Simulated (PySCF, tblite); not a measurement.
# C₅H₇BCl₂S: geometry, infrared bands and NMR shifts

Aim: predict the infrared bands and NMR shifts of C₅H₇BCl₂S (`C=C(CB(Cl)Cl)C(C)=S`).

The runs use tblite 0.8.0 and PySCF 2.14.0, with density-fitted response routines of our own; the level of theory stands in each step. All values are computed, except where a source is named. Atoms are numbered from 0 throughout.

## Step 1: The molecule as given

16 atoms, charge 0, multiplicity 1; geometry from: force field or distance geometry start.

Bonds of the start (Å): C0–C1 1.35, C1–C2 1.48, C2–B3 1.58, B3–Cl4 1.86, B3–Cl5 1.86, C1–C6 1.46, C6–C7 1.51, C6–S8 1.61, C0–H9 1.07, C0–H10 1.07, C2–H11 1.12, C2–H12 1.12, C7–H13 1.09, C7–H14 1.11, C7–H15 1.12.

## Step 2: Relaxing the molecule with GFN2-xTB

What the job is given:

```
{"job": {"kind": "relax", "xc": "GFN2-xTB", "basis": "xTB"}, "charge": 0, "multiplicity": 1}
C      0.460700    -1.618700     0.108200
C     -0.001700    -0.390500     0.405800
C     -1.395500    -0.277100     0.896200
B     -2.314100     0.642700    -0.006900
Cl    -3.721100    -0.191700    -0.889900
Cl    -2.569000     2.450700     0.327100
C      0.894200     0.757000     0.270000
C      2.288400     0.459300    -0.216100
S      0.483700     2.274400     0.609600
H      1.471100    -1.665800    -0.228200
H     -0.139200    -2.499700     0.185100
H     -1.381200     0.053900     1.966800
H     -1.872700    -1.287800     0.938500
H      2.860100    -0.153800     0.487300
H      2.164700    -0.005900    -1.217100
H      2.764100     1.461800    -0.380400
```

The run is started by

```sh
OMP_NUM_THREADS=1 python probes_run.py task.json out
```

The driver reads the jobs from task.json and runs them one after another.

**Question.** This job is followed by: GFN2-xTB harmonic vibrations, gas phase; GIAO PBE0/pcSseg-1 NMR shielding, non-relativistic, gas phase. What will the session give for the following? strongest single infrared mode (GFN2-xTB); zero-point energy (GFN2-xTB); 13C shifts against TMS (PBE0/pcSseg-1); 1H shifts against TMS (PBE0/pcSseg-1, means over atoms taken as alike); 11B shifts against BF3·OEt2 (PBE0/pcSseg-1); 35Cl shifts against HCl (PBE0/pcSseg-1, means over atoms taken as alike); 33S shifts against CS2 (PBE0/pcSseg-1).

**Answer**, as computed:

| quantity | value |
| --- | --- |
| strongest single infrared mode (GFN2-xTB) | 1209 cm⁻¹, 155 km/mol |
| zero-point energy (GFN2-xTB) | 68.4 kcal/mol |
| 13C shifts against TMS (PBE0/pcSseg-1) | 244.0, 166.6, 133.4, 44.5, 28.2 ppm |
| 1H shifts against TMS (PBE0/pcSseg-1, means over atoms taken as alike) | 6.44, 6.23, 2.93, 2.42 ppm |
| 11B shifts against BF3·OEt2 (PBE0/pcSseg-1) | 14.4 ppm |
| 35Cl shifts against HCl (PBE0/pcSseg-1, means over atoms taken as alike) | 106 ppm |
| 33S shifts against CS2 (PBE0/pcSseg-1) | 582 ppm |

What this shows: Over 160 steps the energy fell by 1.264 eV; of the close pairs, B3–S8 changed most, 3.297 to 2.064 Å. All 42 modes are real, so the xTB geometry is a minimum. The strongest single mode, at 1209 cm⁻¹, is spread over many atoms; the largest shares are those of C6, H11. Unscaled tight-binding wavenumbers are off by several per cent, some by more. Its intensities can rank the bands wrongly. The most deshielded carbon is C6 (thiocarbonyl carbon), at 244.0 ppm: the small n→π* gap of C=S deshields it strongly. At PBE0/pcSseg-1: Shielding is most anisotropic at S8 (span 901 ppm, paramagnetic term -1136 ppm).
